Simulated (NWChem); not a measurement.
# One shape, several levels: CH5AsO (SMILES [H][As]([H])OC)

We compute a comparison of 3 runs (HF/STO-3G, HF/3-21G, B3LYP/6-31G*) of CH5AsO. 

The results are computed with NWChem 7.3.0.

## 1. The structure to begin with

CH5AsO has 8 atoms, charge 0, and is taken as a singlet. As SMILES, `[H][As]([H])OC`. The shape comes from GFN2-xTB, which is rough for such elements, and wasn't checked as a minimum. This is one conformer, not always the lowest.

Bond lengths: As1–O4 1.816 Å, O4–C5 1.408 Å, As1–H2 1.492 Å, As1–H3 1.517 Å, C5–H6 1.096 Å, C5–H7 1.091 Å, C5–H8 1.096 Å. Angles: As1–O4–C5 117.8°, H2–As1–O4 90.4°, H3–As1–O4 97.0°, O4–C5–H6 112.2°, O4–C5–H7 106.6°, O4–C5–H8 111.7°, H2–As1–H3 89.6°, H6–C5–H7 108.9°, H6–C5–H8 108.5°, H7–C5–H8 108.8°.

## 2. Energy and gradient at HF/STO-3G (run 1)

File test.xyz:

```xyz
8

As     1.075210     1.190950     0.264010
H      1.945590     1.378940    -0.933050
H      0.081150     2.177260    -0.318410
O      0.360020    -0.305530    -0.476620
C     -0.659460    -0.966800     0.234440
H     -0.354240    -1.223020     1.255330
H     -0.874340    -1.887090    -0.310770
H     -1.573910    -0.364710     0.285080
```

File run.py:

```python
from ase.io import read
from ase.calculators.nwchem import NWChem

molecule = read('test.xyz')

calc = NWChem(
    label='test',
    theory='scf',
    memory='2200 mb',
    basis='STO-3G',
    basispar='spherical bse',
    scf={'nopen': '0', 'rhf': None, 'thresh': '1e-08', 'maxiter': '80', 'print': 'low'},
)
molecule.calc = calc

forces = molecule.get_forces()
print("Total energy (eV):", round(molecule.get_potential_energy(), 6))
print("forces (eV/A):")
for s, f in zip(molecule.symbols, forces):
    print(f"{s:2s} {f[0]:10.5f} {f[1]:10.5f} {f[2]:10.5f}")
```

Command:

```bash
$ export ASE_NWCHEM_COMMAND="nwchem PREFIX.nwi > PREFIX.nwo"
$ python run.py
```

What it wrote:

```text
Total energy (eV): -63223.617557
forces (eV/A):
As   -0.71070    0.48110   -1.55819
H    -0.15283   -0.16332    0.81982
H     0.55880   -0.86276    0.65584
O     1.02602    0.74562   -0.79812
C    -0.17710    0.22394    0.63959
H    -0.20733   -0.13102    0.04834
H    -0.17710   -0.13627    0.07508
H    -0.15972   -0.15730    0.11765
```

The calculator wrote test.nwi:

```
title "test"

permanent_dir test

scratch_dir test

start test

geometry units angstrom nocenter noautosym noautoz
  As 1.0752100000000000e+00 1.1909500000000000e+00 2.6401000000000002e-01
  H  1.9455899999999999e+00 1.3789400000000001e+00 -9.3305000000000005e-01
  H  8.1150000000000000e-02 2.1772600000000000e+00 -3.1841000000000003e-01
  O  3.6002000000000001e-01 -3.0553000000000002e-01 -4.7661999999999999e-01
  C  -6.5946000000000005e-01 -9.6679999999999999e-01 2.3444000000000001e-01
  H  -3.5424000000000000e-01 -1.2230200000000000e+00 1.2553300000000001e+00
  H  -8.7434000000000001e-01 -1.8870899999999999e+00 -3.1076999999999999e-01
  H  -1.5739099999999999e+00 -3.6470999999999998e-01 2.8508000000000000e-01
end

memory 2200 mb

basis spherical bse noprint
   * library STO-3G
end

scf
  nopen 0
  rhf
  thresh 1e-08
  maxiter 80
  print low
end

task scf gradient
```

test.nwo:

```text
Northwest Computational Chemistry Package (NWChem) 7.3.0
             --------------------------------------------------------

           Job information
           ---------------

    nwchem branch   = 7.3.0
    use scalapack   = T
    input           = test.nwi
    prefix          = test.
    data base       = test/test.db
    status          = startup
    nproc           =        1

           Memory information
           ------------------

    heap     =     72089596 doubles =      550.0 Mbytes
    stack    =     72089601 doubles =      550.0 Mbytes
    global   =    144179200 doubles =     1100.0 Mbytes (distinct from heap & stack)
    total    =    288358397 doubles =     2200.0 Mbytes
    verify   = yes
    hardfail = no

[... 38 lines left out ...]
            Nuclear Dipole moment (a.u.)
[... 71 lines left out ...]
       Final RHF  results
       ------------------

         Total SCF energy =  -2323.425109648947
      One-electron energy =  -3642.627542916763
      Two-electron energy =   1124.755232261602
 Nuclear repulsion energy =    194.447201006214

        Time for solution =      1.6s

                              NWChem Gradients Module
                              -----------------------

                         RHF ENERGY GRADIENTS

    atom               coordinates                        gradient
                 x          y          z           x          y          z
   1 As      2.031852   2.250569   0.498907    0.013821  -0.009356   0.030302
   2 H       3.676632   2.605819  -1.763209    0.002972   0.003176  -0.015943
   3 H       0.153351   4.114425  -0.601708   -0.010867   0.016778  -0.012754
[... 4 lines of this table left out ...]
   8 H      -2.974259  -0.689202   0.538723    0.003106   0.003059  -0.002288

 Task  times  cpu:        2.2s     wall:        2.2s
 Total times  cpu:        2.3s     wall:        2.3s
```

It took 3.3 s on 1 thread of Intel Xeon 6975P-C (Granite Rapids), shared host; peak memory 0.099 GiB.

## 3. Energy and gradient at HF/3-21G (run 2)

File run.py:

```python
from ase import Atoms
from ase.calculators.nwchem import NWChem

atoms = Atoms(['As', 'H', 'H', 'O', 'C', 'H', 'H', 'H'], positions=[
    [1.075210, 1.190950, 0.264010],
    [1.945590, 1.378940, -0.933050],
    [0.081150, 2.177260, -0.318410],
    [0.360020, -0.305530, -0.476620],
    [-0.659460, -0.966800, 0.234440],
    [-0.354240, -1.223020, 1.255330],
    [-0.874340, -1.887090, -0.310770],
    [-1.573910, -0.364710, 0.285080],
])

calc = NWChem(
    label='struct',
    theory='scf',
    memory='2200 mb',
    basis='3-21G',
    basispar='spherical bse',
    scf={'nopen': '0', 'rhf': None, 'thresh': '1e-08', 'maxiter': '80'},
)
atoms.calc = calc

forces = atoms.get_forces()
print("Total energy (eV):", round(atoms.get_potential_energy(), 6))
print("forces (eV/A):")
for s, f in zip(atoms.symbols, forces):
    print(f"{s:2s} {f[0]:10.5f} {f[1]:10.5f} {f[2]:10.5f}")
print("dipole (e A):", atoms.get_dipole_moment().round(4))
```

Command:

```bash
$ export ASE_NWCHEM_COMMAND="nwchem PREFIX.nwi > PREFIX.nwo"
$ python run.py
```

What it wrote:

```text
Total energy (eV): -63631.027583
forces (eV/A):
As   -0.53710   -1.11334   -0.93856
H     0.66011    0.16892   -0.11827
H    -0.30946    0.31964    0.21962
O     1.04428    1.35986    0.44274
C    -0.79128   -0.77874    0.29912
H    -0.19057    0.03060   -0.25865
H    -0.05980    0.27531    0.30606
H     0.18378   -0.26220    0.04793
dipole (e A): [-0.0986  0.1483  0.2769]
```

The calculator wrote struct.nwi:

```
title "struct"

permanent_dir struct

scratch_dir struct

start struct

geometry units angstrom nocenter noautosym noautoz
  As 1.0752100000000000e+00 1.1909500000000000e+00 2.6401000000000002e-01
  H  1.9455899999999999e+00 1.3789400000000001e+00 -9.3305000000000005e-01
  H  8.1150000000000000e-02 2.1772600000000000e+00 -3.1841000000000003e-01
  O  3.6002000000000001e-01 -3.0553000000000002e-01 -4.7661999999999999e-01
  C  -6.5946000000000005e-01 -9.6679999999999999e-01 2.3444000000000001e-01
  H  -3.5424000000000000e-01 -1.2230200000000000e+00 1.2553300000000001e+00
  H  -8.7434000000000001e-01 -1.8870899999999999e+00 -3.1076999999999999e-01
  H  -1.5739099999999999e+00 -3.6470999999999998e-01 2.8508000000000000e-01
end

memory 2200 mb

basis spherical bse noprint
   * library 3-21G
end

scf
  nopen 0
  rhf
  thresh 1e-08
  maxiter 80
end

task scf gradient
```

struct.nwo:

```text
Northwest Computational Chemistry Package (NWChem) 7.3.0
             --------------------------------------------------------

           Job information
           ---------------

    nwchem branch   = 7.3.0
    use scalapack   = T
    input           = struct.nwi
    prefix          = struct.
    data base       = struct/struct.db
    status          = startup
    nproc           =        1

           Memory information
           ------------------

    heap     =     72089598 doubles =      550.0 Mbytes
    stack    =     72089595 doubles =      550.0 Mbytes
    global   =    144179200 doubles =     1100.0 Mbytes (distinct from heap & stack)
    total    =    288358393 doubles =     2200.0 Mbytes
    verify   = yes
    hardfail = no

[... 136 lines left out ...]
 Convergence threshold     :          1.000E-08
[... 12 lines left out ...]
       Final RHF  results
[... 3 lines left out ...]
      One-electron energy =  -3648.229003937050
[... 1 line left out ...]
 Nuclear repulsion energy =    194.447201006214
[... 44 lines left out ...]
                       ROHF Final Molecular Orbital Analysis
[... 203 lines left out ...]
                         RHF ENERGY GRADIENTS

    atom               coordinates                        gradient
                 x          y          z           x          y          z
   1 As      2.031852   2.250569   0.498907    0.010445   0.021651   0.018252
   2 H       3.676632   2.605819  -1.763209   -0.012837  -0.003285   0.002300
   3 H       0.153351   4.114425  -0.601708    0.006018  -0.006216  -0.004271
[... 4 lines of this table left out ...]
   8 H      -2.974259  -0.689202   0.538723   -0.003574   0.005099  -0.000932

                 ----------------------------------------
                 |  Time  |  1-e(secs)   |  2-e(secs)   |
                 ----------------------------------------
                 |  CPU   |       0.00   |       0.64   |
                 ----------------------------------------
                 |  WALL  |       0.00   |       0.64   |
                 ----------------------------------------

 Task  times  cpu:        2.6s     wall:        2.6s
 Total times  cpu:        2.6s     wall:        2.6s
```

Run time: 3.9 s. Hardware: 1 thread of Intel Xeon 6975P-C (Granite Rapids), shared host; peak memory 0.098 GiB.

## 4. Energy and gradient at B3LYP/6-31G(d) (Cartesian functions) (run 3)

test.xyz is that of step 2.

File test.nw:

```
start test
memory total 2200 mb

geometry noautosym nocenter noautoz
  load format xyz test.xyz
end

basis
  As library 6-31G*
  H library 6-31G*
  O library 6-31G*
  C library 6-31G*
end

dft
  xc b3lyp
  grid xfine
  convergence energy 1e-08
  iterations 100
  mulliken
  print low
end

task dft gradient
```

Command:

```bash
$ nwchem test.nw > test.out
```

What it wrote:

```text
[...]
 d= 0,ls=0.0,diis     1  -2351.8788962766 -2.55D+03  1.74D-02  1.45D+00     2.8
[...]
 d= 0,ls=0.0,diis     8  -2351.9396340193 -8.14D-10  8.18D-06  5.19D-07    18.2
         Total DFT energy =    -2351.939634019266
      One electron energy =    -3658.635171170123
           Coulomb energy =     1211.201938488976
    Exchange-Corr. energy =      -98.953602344333
 Nuclear repulsion energy =      194.447201006214
[...]
      Total Density - Mulliken Population Analysis
     ---------------------------------------------
    Atom       Charge   Shell Charges
 -----------   ------   -------------------------------------------------------
    1 As  33    32.77   2.00  1.99  6.00  1.93  5.98  1.50  2.33  0.32  0.49  6.97  2.97  0.30
    2 H    1     0.95   0.50  0.46
    3 H    1     0.99   0.49  0.49
    4 O    8     8.53   1.99  0.90  2.89  0.98  1.74  0.02
    5 C    6     6.19   1.99  0.69  2.07  0.57  0.82  0.05
    6 H    1     0.86   0.54  0.33
    7 H    1     0.84   0.53  0.31
    8 H    1     0.87   0.54  0.33
[...]
                         DFT ENERGY GRADIENTS
    atom               coordinates                        gradient
                 x          y          z           x          y          z
   1 As      2.031852   2.250569   0.498907    0.001945   0.005865  -0.014484
   2 H       3.676632   2.605819  -1.763209   -0.011773  -0.003096   0.010639
   3 H       0.153351   4.114425  -0.601708    0.007970  -0.008628   0.002209
   4 O       0.680339  -0.577368  -0.900681   -0.003151   0.004396   0.007541
   5 C      -1.246199  -1.826987   0.443027   -0.000693  -0.002383  -0.002335
   6 H      -0.669417  -2.311173   2.372230    0.000253   0.001714  -0.003420
   7 H      -1.652263  -3.566083  -0.587270    0.001460   0.002543   0.000422
   8 H      -2.974259  -0.689202   0.538723    0.003989  -0.000409  -0.000572
 Task  times  cpu:       24.4s     wall:       24.4s
 Total times  cpu:       24.4s     wall:       24.4s
```

It took 25 s on 1 thread of Intel Xeon 6975P-C (Granite Rapids), shared host; peak memory 0.14 GiB.

## 5. Overview of the runs

```
run                               level  Cartesian functions  iteration cap   energy (Eh)  largest force (eV/Å)  wall time
  1                           HF/STO-3G                   no             80  -2323.425110                 1.779      3.3 s
  2                            HF/3-21G                   no             80  -2338.397152                 1.771      3.9 s
  3  B3LYP/6-31G* (Cartesian functions)                  yes            100  -2351.939634                 0.831       25 s
```

## 6. Summary of results

| quantity | value |
| --- | --- |
| run 3: total energy | -2351.93963 Eh |
| run 3: largest force on an atom | 0.831 eV/Å |

What this shows: In run 1 the basis is minimal, so the values are rough. All runs together took 32 s, the longest 25 s.
